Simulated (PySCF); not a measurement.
# A diatomic session: InF+

What are the lowest state that PBE0 finds, the bond length, vibrational wavenumber and bond energy of InF+, and how much do these hang on the method?

Program: PySCF 2.14.0. Level of theory: In cc-pVDZ-PP with ECP28, F cc-pVDZ, scalar-relativistic core potentials. These are calculated values, not measurements.

## (1) The job

A driver script around PySCF takes these settings:

| Property | Result |
| --- | --- |
| atoms | In, F |
| charge | 1 |
| basis | In cc-pVDZ-PP with ECP28, F cc-pVDZ |
| Hamiltonian | scalar-relativistic core potentials |
| basis functions | 37 |
| electrons treated | 29 |
| masses in u | 114.9039, 18.9984 |
| levels | PBE0, PBE, r²SCAN, BLYP, BHandHLYP, M06-L, LC-ωPBE, HF, MP2, SCS-MP2, CCSD, CCSD(T) |
| grid | 80 radial by 434 angular points |
| occupations | held fixed by the projection of orbital angular momentum |
| dissociation limit | In+ + F, each in its ground configuration |
| starting distance in angstrom | 2.105 |
| values of 2S to try | 1, 3 |

Launch:

```sh
> OMP_NUM_THREADS=1 python dia.py task.json out
```

The runs that follow: The PBE0 curve of the state that the search chose; Excited determinants; PBE (GGA); r²SCAN (meta-GGA); BLYP (GGA); BHandHLYP (global hybrid GGA); M06-L; LC-ωPBE; UHF (mean field); MP2 and coupled cluster.

**Question.** What will these runs give? Wanted: for each run, Re; ωe; De; μ.

As calculated:

Lowest PBE0 solution found, without spin–orbit coupling: ²Σ⁺ (doublet), unpaired electrons σ ↑. State 3 has its PBE0 minimum 5.96 eV higher. The other levels ran on the lowest alone.

| level | Re (Å) | ωe (cm⁻¹) | De (eV) | μ (D) |
| --- | --- | --- | --- | --- |
| PBE | 1.982 | 521 | 1.41 | -3.29 |
| BLYP | 1.999 | 496 | 1.25 | -3.19 |
| r²SCAN | 1.952 | 560 | 1.29 | -3.53 |
| M06-L | 1.983 | 508 | 1.11 | -3.60 |
| PBE0 | 1.957 | 538 | 1.02 | -3.67 |
| BHandHLYP | 1.951 | 516 | 0.57 | -3.90 |
| LC-ωPBE | 1.922 | 624 | 1.29 | -3.92 |

De is counted to In+ + F in their ground configurations. A positive dipole points from In to F; in an ion it is taken about the centre of mass and does not tell which atom is negative. No constants: UHF (no minimum is bracketed among the points kept); UHF-MP2 (the points don't follow one smooth fit); UHF-SCS-MP2 (the points don't follow one smooth fit); UHF-CCSD (the points don't follow one smooth fit); UHF-CCSD(T) (the points don't follow one smooth fit).

The methods spread over 0.077 Å in bond length, from LC-ωPBE to BLYP. Of the levels with a De here, BHandHLYP gives the least (0.57 eV) and PBE the most (1.41 eV).

Correlated steps freeze 5 core orbitals. These are scalar-relativistic numbers at best; spin–orbit coupling would shift them, the dissociation energy most.
